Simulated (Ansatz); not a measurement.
Geometry optimisation, Ansatz 0.2.0, DFT PBE-D3(BJ), scalar-relativistic, plane waves, PAW.

Input:

```yaml
crystal:
  lattice:
    - [5.048742, 0.0, 0.0]
    - [2.524371, 4.372339, 0.0]
    - [0.0, 0.0, 16.676426]
  atoms:
    - { symbol: H, position: [0.16666668, 0.16666667, 0.05996489] }
    - { symbol: H, position: [0.66666673, 0.16666667, 0.05996489] }
    - { symbol: H, position: [0.16666669, 0.6666667, 0.05996489] }
    - { symbol: H, position: [0.66666673, 0.6666667, 0.05996489] }
    - { symbol: C, position: [0.16666668, 0.16666667, 0.12592626] }
    - { symbol: C, position: [0.66666673, 0.16666667, 0.12592626] }
    - { symbol: C, position: [0.16666669, 0.6666667, 0.12592626] }
    - { symbol: C, position: [0.66666673, 0.6666667, 0.12592626] }
    - { symbol: C, position: [-0.16666667, 0.33333335, 0.15682528] }
    - { symbol: C, position: [0.33333337, 0.33333335, 0.15682528] }
    - { symbol: C, position: [-0.16666666, 0.83333337, 0.15682528] }
    - { symbol: C, position: [0.33333338, 0.83333337, 0.15682528] }
    - { symbol: C, position: [-0.16666667, 0.33333335, 0.24952232] }
    - { symbol: C, position: [0.33333337, 0.33333335, 0.24952232] }
    - { symbol: C, position: [-0.16666666, 0.83333337, 0.24952232] }
    - { symbol: C, position: [0.33333338, 0.83333337, 0.24952232] }
    - { symbol: C, position: [0.0, 0.0, 0.28042133] }
    - { symbol: C, position: [0.50000004, 0.0, 0.28042133] }
    - { symbol: C, position: [1.0e-08, 0.50000002, 0.28042133] }
    - { symbol: C, position: [0.50000005, 0.50000002, 0.28042133] }
    - { symbol: F, position: [0.0, 0.0, 0.36077428] }
    - { symbol: H, position: [-0.11111113, -0.44444446, 0.33918692] }
basis:
  ecutwfc: 420.0
kpoints:
  mp_grid: { grid: [3, 3, 1] }
hamiltonian:
  xc: pbe
  dispersion: d3bj
  pseudopotentials: { kind: paw, azcp: { folder: soft_1 } }
scf:
  occupations: { method: fermi_dirac, width: 0.02 }
  lower_state_search: "off"
relax:
  f_tol: 0.03
  max_steps: 60
  adjacent_minimum: "off"
  constraints: [{ sites: [0, 1, 2, 3, 4, 5, 6, 7, 8, 9, 10, 11] }]
```

Launched with:

```bash
$ ansatz run input.yaml --threads 1 --pin off --max-ram 3072MiB --backend cpu --events-out ev --progress --plain --runs-dir out
```

Task: Where does it end, and by what steps?

Result: The run converged. Limits of this set-up: coarse k mesh, thin slab, slab without dipole correction. After 6 steps the energy has fallen by 1.556 eV; H22 moved furthest, 0.43 Å.

```
step  energy less start (eV)  largest force component (eV/Å)  accepted
   0                  0.0000                           5.071       yes
   1                 -1.1118                           2.645       yes
   2                 -1.5254                           1.051       yes
   3                 -1.5508                           0.424       yes
   4                 -1.5553                           0.102       yes
   5                 -1.5553                           0.106       yes
   6                 -1.5557                           0.012       yes
```

```xyz
22
Lattice="5.0487 0.0000 0.0000 2.5244 4.3723 0.0000 0.0000 0.0000 16.6764" Properties=species:S:1:pos:R:3
H 1.262 0.729 1.000
H 3.787 0.729 1.000
H 2.524 2.915 1.000
H 5.049 2.915 1.000
C 1.262 0.729 2.100
C 3.787 0.729 2.100
C 2.524 2.915 2.100
C 5.049 2.915 2.100
C 0.000 1.457 2.615
C 2.524 1.457 2.615
C 1.262 3.644 2.615
C 3.787 3.644 2.615
C -0.030 1.480 4.180
C 2.509 1.466 4.269
C 1.228 3.658 4.180
C 3.769 3.654 4.222
C -0.038 0.022 4.672
C 2.493 0.018 4.533
C 1.227 2.207 4.700
C 3.755 2.204 4.533
F -0.069 0.040 6.077
H -1.328 -2.148 5.795
```

Whether the end is a true minimum wasn't checked by a vibrational analysis.

Time of the run: 83 s on 1 thread of Arm Neoverse N1, on a shared host, peak memory 0.49 GiB.
